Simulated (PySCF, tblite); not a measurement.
**BCl3H2HfO3, a small molecule taken as a stand-in for a surface group (boron hydroxide): NMR shifts, core binding energies and electronic excitations**

Aim: the NMR shifts, core binding energies and electronic excitations of `OB(O)[O][Hf]([Cl])([Cl])[Cl]`.

Computed with tblite 0.8.0 and PySCF 2.14.0; each step states its level. No surroundings beyond the atoms listed, unless a continuum is named. Atoms count from 0, parts from 1.

### Step 1. The system as given

10 atoms, charge 0, multiplicity 1; geometry: distance geometry start.

### Step 2. Relaxing the cluster with GFN2-xTB

Job settings and geometry (Å):

```
{"job": {"kind": "relax", "xc": "GFN2-xTB", "basis": "xTB"}, "charge": 0, "multiplicity": 1}
O     -0.474101     2.536363     1.772787
B     -1.364644     2.424068     0.554579
O     -2.798561     2.131088     0.827662
O     -0.739401     1.731796    -0.616790
Hf     0.002764    -0.201704    -0.601398
Cl    -1.684731    -1.755616     0.031144
Cl     1.830737    -0.317951     0.941901
Cl     0.823081    -0.775174    -2.773169
H      0.445968     2.200474     1.832005
H     -3.241011     1.260260     0.739868
```

Level: GFN2-xTB geometry optimisation, gas phase.

Launch:

```console
OMP_NUM_THREADS=1 python cluster_run.py task.json out
```

This one command runs all jobs of the session in turn.

**Question.** The jobs that follow are: PBE0-D3(BJ)/def2-SVP geometry optimisation, gas phase; GIAO PBE0/pcSseg-1 Hf:def2-SVP NMR shielding, non-relativistic, gas phase; delta-SCF UKS SCAN, pcX-2 on the ionised atom, pcseg-1 elsewhere (x2c-SVPall past Kr), spin-free X2C; TDDFT CAM-B3LYP/def2-SVPD, vertical, gas phase, core orbitals frozen in the response. Predict: rotational constants (main isotopes); $^{1}$H shifts against TMS (PBE0/def2-SVP+pcSseg-1); $^{17}$O shifts against H2O (PBE0/def2-SVP+pcSseg-1); $^{11}$B shifts against BF3·OEt2 (PBE0/def2-SVP+pcSseg-1); $^{35}$Cl shifts against HCl (PBE0/def2-SVP+pcSseg-1); surface potential, 1st and 99th percentile; O1s binding energies, SCAN/pcX-2; B1s binding energies, SCAN/pcX-2; Cl2p binding energies, SCAN/pcX-2 (standing for 1 of 3 atoms); lowest singlet (CAM-B3LYP/def2-SVPD); brightest single state of those computed; lowest triplet; vertical ionisation energy (ΔSCF); vertical electron affinity (ΔSCF).

**Answer**, as computed:

| quantity | value |
| --- | --- |
| rotational constants (main isotopes) | 0.97, 0.62, 0.60 GHz |
| $^{1}$H shifts against TMS (PBE0/def2-SVP+pcSseg-1) | 4.21, 3.77 ppm |
| $^{17}$O shifts against H2O (PBE0/def2-SVP+pcSseg-1) | 312.8, 90.8, 84.4 ppm |
| $^{11}$B shifts against BF3·OEt2 (PBE0/def2-SVP+pcSseg-1) | 18.7 ppm |
| $^{35}$Cl shifts against HCl (PBE0/def2-SVP+pcSseg-1) | 486, 428, 428 ppm |
| surface potential, 1st and 99th percentile | -0.75 V and 3.12 V |
| O1s binding energies, SCAN/pcX-2 | O0 540.58, O2 540.20, O3 538.32 eV |
| B1s binding energies, SCAN/pcX-2 | B1 199.26 eV |
| Cl2p binding energies, SCAN/pcX-2 (standing for 1 of 3 atoms) | Cl5 206.18 eV |
| lowest singlet (CAM-B3LYP/def2-SVPD) | 6.28 eV (197 nm), f = 0.002 |
| brightest single state of those computed | state 5, 6.61 eV, f = 0.041 |
| lowest triplet | 5.88 eV |
| vertical ionisation energy (ΔSCF) | 11.28 eV |
| vertical electron affinity (ΔSCF) | 0.17 eV |

**Reading.** On relaxing, metal atoms bound new neighbours (O0–Hf4). The optimisation took 15 steps and gained 1.096 eV; among the close pairs (by a distance rule), B1–Hf4 changed most, from 2.537 to 2.667 Å (PBE0/def2-SVP). At PBE0/def2-SVP+pcSseg-1: Shielding is most anisotropic at Cl7 (span 839 ppm, paramagnetic term -692 ppm). By nearest atom (PBE0/def2-SVP+pcSseg-1), the HOMO sits on Cl7 48 %; Cl5, Cl6 about 25 % each and the LUMO on Hf4 70 %; Cl6, Cl7 about 9 % each. The O1s levels kept as sound span 2.26 eV, from O3 (oxygen bonded to B, Hf) up to O0 (oxygen bonded to B, Hf, H). The lowest singlet, at 6.28 eV, is HOMO→LUMO+1 0.50, HOMO−1→LUMO 0.34 and is weak; of the 6 states computed, the strongest absorption comes from states 5 to 6 together at 6.61 eV (the last computed, so partners may be missing). The lowest triplet lies 0.40 eV below the lowest singlet (triplets in Tamm-Dancoff, singlets in full TDDFT). Spin-orbit coupling, left out, mixes singlets and triplets in elements this heavy. ΔSCF puts the ionisation energy at 11.28 eV, 0.85 eV above −ε(HOMO). Spin-orbit coupling is left out, which matters for shieldings and couplings at and beside the heavy atoms.
